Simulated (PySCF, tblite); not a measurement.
# C6HClF4: dynamics, then NMR shifts on frames, part 2 of 2

tblite 0.8.0 and PySCF 2.14.0. Atoms count from 0.

## Step 5: Nuclear shieldings: 625 fs, PBE0/pcSseg-1

Job settings and geometry (Å):

```
{"job": {"kind": "nmr", "xc": "PBE0", "basis": "pcSseg-1", "pop": false}, "charge": 0, "multiplicity": 1}
F      3.556100    -0.885200     1.999800
C      3.158600    -0.831100     0.733700
Cl     3.994200     0.656000    -0.069400
C      1.743900    -0.833500     0.506200
C      0.559400    -0.683900     0.389400
C     -0.810000    -0.674800     0.440400
C     -2.000900    -0.556700     0.435300
C     -3.453200    -0.442400     0.456700
F     -3.668500     0.718500    -0.253300
F     -3.946400    -0.241100     1.637100
F     -4.006400    -1.509500    -0.199000
H      3.561500    -1.770800     0.200600
```

With the program's defaults for keys left out, this is: GIAO PBE0/pcSseg-1 NMR shielding, non-relativistic, gas phase.

What it wrote:

```text
coarse grid: 13104 points
cycle   1  E = -1087.4774294653  dE =  2.027e+00  |g| = 1.075e+00  |ddm| = 4.336e+00
cycle   2  E = -1087.2247423308  dE =  2.527e-01  |g| = 1.666e+00  |ddm| = 2.528e+00
cycle   3  E = -1087.6791327728  dE = -4.544e-01  |g| = 2.046e-01  |ddm| = 1.436e+00
cycle   4  E = -1087.6849764389  dE = -5.844e-03  |g| = 1.256e-01  |ddm| = 2.196e-01
cycle   5  E = -1087.6886789500  dE = -3.703e-03  |g| = 2.526e-02  |ddm| = 9.463e-02
cycle   6  E = -1087.6888057725  dE = -1.268e-04  |g| = 5.521e-03  |ddm| = 2.871e-02
cycle   7  E = -1087.6888094478  dE = -3.675e-06  |g| = 2.709e-03  |ddm| = 6.166e-03
final grid: 130784 points
cycle   8  E = -1087.7798012450  dE = -4.306e-05  |g| = 8.658e-03  |ddm| = 9.179e-02
cycle   9  E = -1087.7797625768  dE =  3.867e-05  |g| = 1.562e-02  |ddm| = 1.998e-02
cycle  10  E = -1087.7798142833  dE = -5.171e-05  |g| = 2.805e-03  |ddm| = 1.338e-02
cycle  11  E = -1087.7798161367  dE = -1.853e-06  |g| = 8.032e-04  |ddm| = 2.922e-03
cycle  12  E = -1087.7798162694  dE = -1.328e-07  |g| = 1.088e-04  |ddm| = 8.133e-04
cycle  13  E = -1087.7798162704  dE = -9.422e-10  |g| = 7.485e-05  |ddm| = 1.336e-04
cycle  14  E = -1087.7798162715  dE = -1.126e-09  |g| = 2.423e-05  |ddm| = 6.213e-05
cycle  15  E = -1087.7798162716  dE = -1.237e-10  |g| = 7.454e-06  |ddm| = 2.214e-05
converged SCF energy = -1087.7798162716

GIAO shielding tensors (ppm)
atom      isotropic    diamagn.    paramagn.     s11        s22        s33       span
  0 F      315.451     467.911    -152.460    235.655    294.245    416.454    180.798
  1 C       85.308     240.293    -154.984     52.262     83.026    120.637     68.375
  2 Cl     509.874    1145.836    -635.963     36.432    444.326   1048.863   1012.431
  3 C      105.358     264.928    -159.570     -0.714     17.007    299.780    300.494
  4 C       99.382     250.922    -151.540     35.511     37.923    224.712    189.201
  5 C      112.640     253.649    -141.009     37.824     44.255    255.840    218.016
  6 C      106.672     259.233    -152.561     19.848     24.222    275.946    256.098
  7 C       62.510     256.645    -194.135     49.732     65.850     71.948     22.217
  8 F      210.055     476.197    -266.142     99.792    188.799    341.574    241.782
  9 F      253.046     469.436    -216.391    187.605    258.067    313.465    125.860
 10 F      225.837     471.947    -246.110    129.905    198.884    348.721    218.816
 11 H       24.028      24.777      -0.748     21.428     22.790     27.868      6.441
```

Wall time 31 s (1 thread of Arm Neoverse V1, shared host); peak memory 0.87 GiB.

Key values: δ C7 124.4, C1 101.6, C4 87.5, C3 81.6, H11 7.69 ppm.

## Step 6: Nuclear shieldings: 800 fs, PBE0/pcSseg-1

Job settings and geometry (Å):

```
{"job": {"kind": "nmr", "xc": "PBE0", "basis": "pcSseg-1", "pop": false}, "charge": 0, "multiplicity": 1}
F      3.648100    -0.409500     1.973300
C      3.239500    -0.690600     0.681700
Cl     3.835900     0.522200    -0.485300
C      1.772300    -0.711500     0.617500
C      0.637900    -0.316800     0.356100
C     -0.716100    -0.368000     0.221600
C     -1.917400    -0.358400    -0.002800
C     -3.385100    -0.417100     0.150500
F     -4.110600     0.396900    -0.578500
F     -3.719400    -0.134800     1.455300
F     -3.838200    -1.654600    -0.125800
H      3.702700    -1.691700     0.430800
```

Method: GIAO PBE0/pcSseg-1 NMR shielding, non-relativistic, gas phase.

What it wrote:

```text
coarse grid: 13104 points
cycle   1  E = -1087.4776937199  dE =  1.926e+00  |g| = 1.082e+00  |ddm| = 3.879e+00
cycle   2  E = -1087.2019166684  dE =  2.758e-01  |g| = 1.717e+00  |ddm| = 1.913e+00
cycle   3  E = -1087.6764073649  dE = -4.745e-01  |g| = 2.272e-01  |ddm| = 1.188e+00
cycle   4  E = -1087.6846571363  dE = -8.250e-03  |g| = 1.267e-01  |ddm| = 2.277e-01
cycle   5  E = -1087.6884829963  dE = -3.826e-03  |g| = 2.679e-02  |ddm| = 9.559e-02
cycle   6  E = -1087.6886164375  dE = -1.334e-04  |g| = 6.731e-03  |ddm| = 2.694e-02
cycle   7  E = -1087.6886213716  dE = -4.934e-06  |g| = 3.921e-03  |ddm| = 7.816e-03
cycle   8  E = -1087.6886251062  dE = -3.735e-06  |g| = 1.437e-03  |ddm| = 3.792e-03
final grid: 130784 points
cycle   9  E = -1087.7814495071  dE = -4.957e-05  |g| = 8.122e-03  |ddm| = 5.956e-02
cycle  10  E = -1087.7814217546  dE =  2.775e-05  |g| = 1.386e-02  |ddm| = 1.641e-02
cycle  11  E = -1087.7814596011  dE = -3.785e-05  |g| = 3.284e-03  |ddm| = 1.161e-02
cycle  12  E = -1087.7814622314  dE = -2.630e-06  |g| = 9.586e-04  |ddm| = 3.033e-03
cycle  13  E = -1087.7814624380  dE = -2.066e-07  |g| = 1.223e-04  |ddm| = 7.820e-04
cycle  14  E = -1087.7814624396  dE = -1.580e-09  |g| = 7.860e-05  |ddm| = 1.321e-04
cycle  15  E = -1087.7814624406  dE = -1.030e-09  |g| = 3.016e-05  |ddm| = 6.990e-05
cycle  16  E = -1087.7814624408  dE = -2.087e-10  |g| = 9.390e-06  |ddm| = 2.549e-05
converged SCF energy = -1087.7814624408

GIAO shielding tensors (ppm)
atom      isotropic    diamagn.    paramagn.     s11        s22        s33       span
  0 F      309.392     468.256    -158.865    222.960    321.415    383.800    160.840
  1 C       85.183     241.624    -156.440     46.699     85.438    123.413     76.715
  2 Cl     570.552    1145.668    -575.116    210.452    499.766   1001.438    790.987
  3 C       94.774     264.392    -169.618    -19.754      6.847    297.229    316.983
  4 C       97.571     259.557    -161.986     28.815     37.937    225.960    197.144
  5 C      104.014     253.112    -149.099     24.910     31.794    255.337    230.427
  6 C      107.704     259.439    -151.734     22.114     27.080    273.919    251.805
  7 C       61.047     243.216    -182.169     53.528     62.985     66.627     13.099
  8 F      250.273     468.819    -218.547    176.637    246.294    327.887    151.250
  9 F      197.719     472.958    -275.239     97.776    150.777    344.603    246.827
 10 F      225.563     470.023    -244.460    134.173    205.070    337.447    203.274
 11 H       24.420      25.205      -0.785     21.694     22.994     28.572      6.878
```

Run time: 31 s. Hardware: 1 thread of Arm Neoverse V1, shared host; peak memory 0.87 GiB.

Key values: δ C7 125.9, C1 101.7, C3 92.2, C4 89.4, H11 7.30 ppm.

## Step 7: Shielding tensors: 1000 fs, PBE0/pcSseg-1

Job settings and geometry (Å):

```
{"job": {"kind": "nmr", "xc": "PBE0", "basis": "pcSseg-1", "pop": false}, "charge": 0, "multiplicity": 1}
F      3.422200    -0.469200     1.942600
C      3.180300    -0.869900     0.652900
Cl     4.003200     0.258100    -0.510200
C      1.761500    -0.728600     0.426000
C      0.587500    -0.757400     0.688000
C     -0.729900    -0.725500     0.721000
C     -1.916300    -0.727500     0.797400
C     -3.388600    -0.801200     0.627700
F     -3.636700     0.001000    -0.457600
F     -4.042300    -0.295500     1.584800
F     -3.769100    -2.025500     0.289100
H      3.586400    -1.864900     0.569600
```

Level: GIAO PBE0/pcSseg-1 NMR shielding, non-relativistic, gas phase.

What it wrote:

```text
coarse grid: 13104 points
cycle   1  E = -1087.4796226420  dE =  2.220e+00  |g| = 1.073e+00  |ddm| = 4.280e+00
cycle   2  E = -1087.2281835838  dE =  2.514e-01  |g| = 1.655e+00  |ddm| = 2.247e+00
cycle   3  E = -1087.6746933100  dE = -4.465e-01  |g| = 2.274e-01  |ddm| = 1.345e+00
cycle   4  E = -1087.6836592860  dE = -8.966e-03  |g| = 1.108e-01  |ddm| = 2.143e-01
cycle   5  E = -1087.6864770315  dE = -2.818e-03  |g| = 2.733e-02  |ddm| = 8.729e-02
cycle   6  E = -1087.6866170323  dE = -1.400e-04  |g| = 7.249e-03  |ddm| = 2.768e-02
cycle   7  E = -1087.6866238644  dE = -6.832e-06  |g| = 4.209e-03  |ddm| = 9.711e-03
cycle   8  E = -1087.6866284460  dE = -4.582e-06  |g| = 1.186e-03  |ddm| = 4.336e-03
final grid: 130784 points
cycle   9  E = -1087.7788905779  dE = -4.995e-05  |g| = 7.409e-03  |ddm| = 8.621e-02
cycle  10  E = -1087.7788746962  dE =  1.588e-05  |g| = 1.156e-02  |ddm| = 1.663e-02
cycle  11  E = -1087.7788991549  dE = -2.446e-05  |g| = 2.549e-03  |ddm| = 1.133e-02
cycle  12  E = -1087.7789006198  dE = -1.465e-06  |g| = 9.991e-04  |ddm| = 2.812e-03
cycle  13  E = -1087.7789008591  dE = -2.393e-07  |g| = 1.147e-04  |ddm| = 8.964e-04
cycle  14  E = -1087.7789008609  dE = -1.832e-09  |g| = 5.851e-05  |ddm| = 1.474e-04
cycle  15  E = -1087.7789008615  dE = -5.343e-10  |g| = 2.184e-05  |ddm| = 6.143e-05
converged SCF energy = -1087.7789008615

GIAO shielding tensors (ppm)
atom      isotropic    diamagn.    paramagn.     s11        s22        s33       span
  0 F      293.612     470.887    -177.275    195.331    321.152    364.352    169.021
  1 C       87.377     241.035    -153.657     46.547     91.055    124.529     77.982
  2 Cl     631.089    1144.887    -513.798    273.607    586.361   1033.298    759.691
  3 C      106.012     264.284    -158.272      6.308     12.021    299.706    293.398
  4 C      102.318     257.873    -155.555     35.190     39.353    232.412    197.222
  5 C      113.806     250.858    -137.052     37.561     41.622    262.233    224.672
  6 C      105.700     262.497    -156.796     18.220     23.936    274.946    256.727
  7 C       67.264     253.633    -186.368     56.378     71.514     73.901     17.522
  8 F      208.861     478.383    -269.522    104.972    170.691    350.921    245.950
  9 F      271.790     467.558    -195.769    215.586    282.860    316.923    101.337
 10 F      242.521     470.414    -227.893    166.892    223.382    337.289    170.397
 11 H       25.210      27.106      -1.896     22.572     24.233     28.825      6.253
```

Run time: 31 s. Hardware: 1 thread of Arm Neoverse V1, shared host; peak memory 0.87 GiB.

Key values: δ C7 119.7, C1 99.5, C4 84.6, C6 81.2, H11 6.51 ppm.

## Step 8: Comparing the runs: NMR shifts

Shifts (ppm) of some atoms, chosen among heavy atoms and hydrogens apart, with basis size and wall time:

```
  frame   H11    F10      F9     F8      F0  Cl2  functions  time
 250 fs  7.58  -40.0   -58.8  -63.3  -142.1  358        199  31 s
 425 fs  8.30  -68.7   -55.0  -19.8  -110.5  446        199  31 s
 625 fs  7.69  -54.9   -82.1  -39.1  -144.5  440        199  31 s
 800 fs  7.30  -54.6   -26.8  -79.3  -138.4  379        199  31 s
1000 fs  6.51  -71.6  -100.8  -37.9  -122.7  319        199  31 s
```

## Step 9: Outcome

This closing draws on all 2 parts.

| quantity | value |
| --- | --- |
| thermostat | 300 K |
| mean temperature, second half | 295 K |
| mean potential energy above the minimum | 0.38 eV |
| 13C shifts against TMS (PBE0/pcSseg-1, 250 fs) | 124.1, 94.4, 86.7, 79.7, 77.3, 77.1 ppm |
| 1H shifts against TMS (PBE0/pcSseg-1, 250 fs) | 7.58 ppm |
| 19F shifts against CFCl3 (PBE0/pcSseg-1, 250 fs) | -40.0, -58.8, -63.3, -142.1 ppm |
| 35Cl shifts against HCl (PBE0/pcSseg-1, 250 fs) | 358 ppm |
| range of the shift of Cl2 | 319 to 446 ppm |

**Reading.** In the second half the potential energy averages 0.38 eV above the minimum; equipartition over 30 harmonic modes at 300 K would give 0.39 eV. With 12 atoms the temperature swings widely (159 to 418 K). Shifts at one fixed geometry are not the observed spectrum, which averages over the motion. In the first frame run (250 fs): The widest tensor belongs to Cl2: span 840 ppm, with a paramagnetic part of -554 ppm. In ppm, Cl2 moves most: its shift spreads over 127 ppm, from 319 (1000 fs) to 446 (425 fs).
